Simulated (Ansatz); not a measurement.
# Ti: a tetragonal deformation path

One table from this session's results is given with a row withheld; the runs are named, their logs left out.

Method: DFT PBEsol, scalar-relativistic, plane waves, PAW, in Ansatz 0.2.0.

## Starting point

It takes space group Fm-3m (No. 225, cubic). The conventional cell has a = 4.060 Å, b = 4.060 Å, c = 4.060 Å, α = 90.00°, β = 90.00°, γ = 90.00°. Ti (site symmetry m-3m) is surrounded by 12 Ti at 2.87 Å.

As a file:

```cif
data_structure
_symmetry_space_group_name_H-M 'Fm-3m'
_symmetry_Int_Tables_number 225
_cell_length_a 4.0600
_cell_length_b 4.0600
_cell_length_c 4.0600
_cell_angle_alpha 90.000
_cell_angle_beta 90.000
_cell_angle_gamma 90.000
_cell_volume 66.92
loop_
_atom_site_label
_atom_site_type_symbol
_atom_site_symmetry_multiplicity
_atom_site_Wyckoff_symbol
_atom_site_fract_x
_atom_site_fract_y
_atom_site_fract_z
_atom_site_occupancy
Ti1 Ti 4 a 0.00000 0.00000 0.00000 1
```

No relaxation comes first: the listed cell is the starting point.

## The reference cell

The reference gives a free energy of -2473.8497 eV, pressure -0.28 GPa, largest force 0.000 eV/Å and gap on the mesh none (metal). It was computed beforehand with the settings of the runs below.

The first run:

At fixed volume and fractional coordinates, lengths along (0.000, 0.000, 1.000) are scaled against those across it; ρ is that ratio over its starting value.

File input.yaml:

```yaml
crystal:
  lattice:
    - [0.0, 2.2787126677, 1.6110498561]
    - [2.2787126677, 0.0, 1.6110498561]
    - [2.2787126677, 2.2787126677, 0.0]
  atoms:
    - { symbol: Ti, position: [0.0, 0.0, 0.0] }
basis:
  ecutwfc: 420
kpoints:
  mp_grid: { grid: [22, 22, 22] }
hamiltonian:
  xc: pbesol
scf:
  occupations: { method: gaussian, width: 0.15 }
output:
  forces: true
  stress: true
  eigenvalues: true
```

Command:

```bash
$ ansatz run input.yaml --threads 1 --pin off --max-ram 2560MiB --backend cpu --events-out ev --progress --plain --runs-dir out
```

Among the steps run: At ρ = 0.707; At ρ = 1.414; At ρ = 0.850; ρ = 1.200; ρ = 0.780; Point ρ = 1.300; Point ρ = 0.920; Point ρ = 1.100; Point ρ = 0.650; At ρ = 1.500; ρ = 0.960; At ρ = 1.050.

One table of the session follows, with a row left open; its other results are not shown here.

It belongs to the step «The scan collected». The scan, with free energies counted from the undisturbed cell:

| ρ | ΔE (meV/atom) | pressure (GPa) |
| --- | --- | --- |
| 0.650 | 38.5 | -1.1 |
| 0.707 | 45.7 | -1.2 |
| 0.780 | ? | ? |
| 0.850 | 24.6 | -0.5 |
| 0.920 | 7.9 | -0.3 |
| 0.960 | 2.0 | -0.3 |
| 1.000 | 0.0 | -0.3 |
| 1.050 | 2.8 | -0.3 |
| 1.100 | 10.0 | -0.4 |
| 1.200 | 34.5 | -1.0 |
| 1.300 | 74.8 | -1.7 |
| 1.414 | 144.2 | -2.1 |
| 1.500 | 220.5 | -1.7 |

Estimate the missing values for ρ = 0.780.

Worked estimate for «ΔE (meV/atom)». A straight line through the neighbours (0.707, 45.7) and (0.850, 24.6) gives 45.7 + (24.6 − 45.7) × (0.780 − 0.707) / (0.850 − 0.707) = 34.9; a parabola fitted to 4 rows on both sides gives 39.0.

**Answer.** ΔE (meV/atom): 39.8; pressure (GPa): -1.0. In «ΔE (meV/atom)» the line misses by -4.9 and the parabola by -0.8.
